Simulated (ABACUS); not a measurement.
Set up this calculation in ABACUS 3.10.1, as the native input.

| Quantity | Value |
| --- | --- |
| Task | single point |
| Functional | PBE |
| Potentials or basis | SG15 ONCV 1.2 PBE |
| Cutoff | 1361 eV |
| Density cutoff | 5442 eV |
| Basis | DZP LCAO (the cutoffs set its grid) |
| k mesh | 10 × 10 × 1 |
| Occupations | fermi-dirac, width 0.05 eV |
| Spin | no spin polarisation |
| Radial cutoff of the potentials (pseudo_rcut) | 7 bohr |
| Orbital files | Ti Ti_confined-atom_7au_3s2p2d1f.orb |
| SCF threshold on the density | 1e-06 |
| Max SCF steps | 100 |
| Eigensolver | genelpa |
| Mixing | broyden |
| Mixing share | 0.3 |
| Symmetry key | 1 |
| Mixing history | 12 |

Ti, a slab with vacuum:

```xyz
5
Lattice="2.9500 0.0000 0.0000 -1.4750 2.5548 0.0000 0.0000 0.0000 24.3720" Properties=species:S:1:pos:R:3 pbc="T T T"
Ti    0.0000    1.7032    7.5000
Ti    1.4750    0.8516    9.8430
Ti    0.0000    1.7032   12.1860
Ti    1.4750    0.8516   14.5290
Ti    0.0000    1.7032   16.8720
```

The slab is cut from a database's or a generator's crystal, which needn't be the stable form of the element.

One way to write it, as run:

INPUT

```
INPUT_PARAMETERS
suffix              Ti
calculation         scf
basis_type          lcao
pseudo_dir          ./
orbital_dir         ./
symmetry            1
dft_functional      pbe
ecutwfc             100
pseudo_rcut         7
nspin               1
nbands              36
ks_solver           genelpa
smearing_method     fd
smearing_sigma      0.00367493
scf_thr             1e-06
scf_nmax            100
mixing_type         broyden
mixing_beta         0.3
cal_force           1
out_mul             1
mixing_ndim         12
out_chg             1
out_pot             2
out_elf             1
```

STRU

```
ATOMIC_SPECIES
Ti 47.8670 Ti_ONCV_PBE-1.2.upf

NUMERICAL_ORBITAL
Ti_confined-atom_7au_3s2p2d1f.orb

LATTICE_CONSTANT
1.8897261246

LATTICE_VECTORS
2.9499978604 0.0000000000 0.0000000000
-1.4749989302 2.5547730882 0.0000000000
0.0000000000 0.0000000000 24.3720000000

ATOMIC_POSITIONS
Direct

Ti
0.0
5
0.3333333333 0.6666666666 0.3077301822 1 1 1
0.6666666667 0.3333333334 0.4038650911 1 1 1
0.3333333333 0.6666666666 0.5000000000 1 1 1
0.6666666667 0.3333333334 0.5961349089 1 1 1
0.3333333333 0.6666666666 0.6922698178 1 1 1
```

KPT

```
K_POINTS
0
Gamma
10 10 1 0 0 0
```

Potentials or basis: SG15 ONCV 1.2 PBE, DZP LCAO (the cutoffs set its grid).

The run is started by

```sh
$ OMP_NUM_THREADS=1 mpirun -np 4 abacus > log
```

Results of the run:

```json
{"Largest force": "0.639 eV/Å", "Band gap on the k mesh": "none (metal or under the smearing width)", "Work function of the upper face": "3.19 eV", "Work function of the lower face": "3.19 eV"}
```

Caveat: the atomic orbitals were generated for these runs and aren't a published set; confined orbitals describe the vacuum poorly, which shifts work functions; the basis of atomic orbitals isn't converged, which shifts pressures, moduli and gaps.

Run time: 82 s on 4 MPI ranks on AMD EPYC 7R43 64-Core Processor (Zen 3), on a shared host, peak memory 0.56 GiB a rank.
